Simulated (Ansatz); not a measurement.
# CH3Cl (chloromethane) at BHLYP/def2-TZVPP

Aim: the electronic atomisation energy of CH3Cl (chloromethane) at BHLYP/def2-TZVPP, from 4 runs. 

The results are computed with Ansatz 0.2.0.

44 further runs of the same task are left out: 44 set aside as unsound or not needed.

### Step 1. Starting point

The species is CH3Cl (5 atoms), meant as a singlet with charge 0. As SMILES, `CCl`. Geometry: relaxed at PBE0-D4/def2-TZVP.

Bond lengths: C1–Cl2 1.773 Å, C1–H3 1.087 Å, C1–H4 1.088 Å, C1–H5 1.088 Å. Angles: Cl2–C1–H3 108.7°, Cl2–C1–H4 108.7°, Cl2–C1–H5 108.6°, H3–C1–H4 110.3°, H3–C1–H5 110.3°, H4–C1–H5 110.3°.

### Step 2. The energy at BHLYP/def2-TZVPP

in.yaml reads:

```yaml
crystal:
  periodic: [false, false, false]
  atoms:
    - symbol: C
      position_ang: [-0.120900, 0.010000, 0.051300]
    - symbol: Cl
      position_ang: [1.469400, -0.290800, -0.672500]
    - symbol: H
      position_ang: [-0.284800, -0.715400, 0.844700]
    - symbol: H
      position_ang: [-0.880000, -0.097100, -0.720100]
    - symbol: H
      position_ang: [-0.133800, 1.019700, 0.455100]
basis:
  gaussian:
    orbitals: def2-TZVPP
hamiltonian:
  xc: {name: BHLYP}
accuracy: high
output: {orbitals: {seedname: orbitals}}
```

On the command line:

```console
$ ansatz run in.yaml --threads 1 --pin off --max-ram 3480MiB --events-out events.jsonl --progress --plain --runs-dir runs
```

The log of the run:

```text
Warning: RAYON_NUM_THREADS=1 ignored (pool sized by the plan → 1); use --threads N
Functional definition: BHLYP
  name "BHLYP"
  parameter a = 0.5
  exchange = (1 - a)*b88_x + a*exact_x
  correlation = lyp_c
1908 factors; integrals over basis functions are off by at most 4.0e-9 eV
mean field evaluation 1: about -13607.2251 eV, gradient 2.6e1 eV
mean field evaluation 2: about -13607.6370 eV, gradient 2.2e1 eV
mean field evaluation 4: about -13608.7226 eV, gradient 4.8e-1 eV
mean field evaluation 8: about -13608.7234 eV, gradient 2.5e-2 eV
mean field evaluation 16: about -13608.7234 eV, gradient 1.5e-6 eV
mean field -13608.72342540 eV, -500.1113615593 hartree, gradient 4.8e-8 eV, S^2 0.000000; 0 other end points of the search recorded, 0 dependent functions left out
reference -13608.72344670 eV, -500.1113623420 hartree; 13, 13 occupied and 102, 102 virtual orbitals, 1908 factors
Total energy: -13608.72344670 eV, -500.1113623420 hartree
```

Wall time 4.5 s (1 thread of Arm Neoverse V2, shared host); peak memory 0.29 GiB.

### Step 3. The C atom

run.yaml reads:

```yaml
basis:
  gaussian: {orbitals: def2-TZVPP}
crystal:
  periodic: [false, false, false]
  atoms:
    - {symbol: C, position_ang: [0.000000, 0.000000, 0.000000]}
magnetization: {spin_polarized: true, initial_magnetization: 2}
hamiltonian: {xc: {name: BHLYP}}
accuracy: high
```

Run the same way, it converges to -37.84774 Eh (log not shown).

### Step 4. The Cl atom

job.yaml reads:

```yaml
crystal:
  periodic: [false, false, false]
  atoms:
    - {symbol: Cl, position_ang: [0.000000, 0.000000, 0.000000]}
basis:
  gaussian: {orbitals: def2-TZVPP}
accuracy: high
magnetization: {spin_polarized: true, initial_magnetization: 1}
hamiltonian: {xc: {name: BHLYP}}
```

On the command line:

```console
$ ansatz run job.yaml --threads 1 --pin off --max-ram 3480MiB --events-out events.jsonl --progress --plain --runs-dir runs
```

The log of the run:

```text
Warning: RAYON_NUM_THREADS=1 ignored (pool sized by the plan → 1); use --threads N
[... 5 set-up lines as earlier in the session ...]
413 factors; integrals over basis functions are off by at most 2.9e-9 eV
mean field evaluation 1: about -12521.3735 eV, gradient 4.7e0 eV
mean field evaluation 2: about -12521.4752 eV, gradient 1.0e0 eV
mean field evaluation 4: about -12521.4855 eV, gradient 3.2e-1 eV
mean field evaluation 8: about -12521.4861 eV, gradient 6.6e-4 eV
mean field evaluation 16: about -12521.4861 eV, gradient 1.3e-8 eV
mean field -12521.48605072 eV, -460.1561249960 hartree, gradient 1.3e-8 eV, S^2 0.754533; 0 other end points of the search recorded, 0 dependent functions left out
reference -12521.48606524 eV, -460.1561255296 hartree; 9, 8 occupied and 33, 34 virtual orbitals, 413 factors
Total energy: -12521.48606524 eV, -460.1561255296 hartree
```

Wall time 0.95 s (1 thread of Arm Neoverse V2, shared host).

### Step 5. The H atom

input.yaml reads:

```yaml
crystal:
  periodic: [false, false, false]
  atoms:
    - {symbol: H, position_ang: [0.000000, 0.000000, 0.000000]}
basis:
  gaussian: {orbitals: def2-TZVPP}
magnetization: {spin_polarized: true, initial_magnetization: 1}
hamiltonian: {xc: {name: BHLYP}}
accuracy: high
```

Run the same way, it converges to -0.49854 Eh (log not shown).

### Step 6. What came out

Level: BHLYP/def2-TZVPP.

| quantity | value |
| --- | --- |
| molecule: total energy | -500.11136 Eh |
| molecule: HOMO energy | -9.73 eV |
| molecule: LUMO energy | 1.73 eV |
| molecule: HOMO–LUMO gap | 11.46 eV |
| C atom: total energy | -37.84774 Eh |
| C atom: ⟨S²⟩ | 2.005 |
| Cl atom: total energy | -460.15613 Eh |
| Cl atom: ⟨S²⟩ | 0.755 |
| H atom: total energy | -0.49854 Eh |
| H atom: ⟨S²⟩ | 0.750 |
| electronic atomisation energy | 16.650 eV |

In words: Taking the molecule apart into free atoms costs 16.65 eV (1606 kJ/mol), before zero-point energy and without spin-orbit coupling.
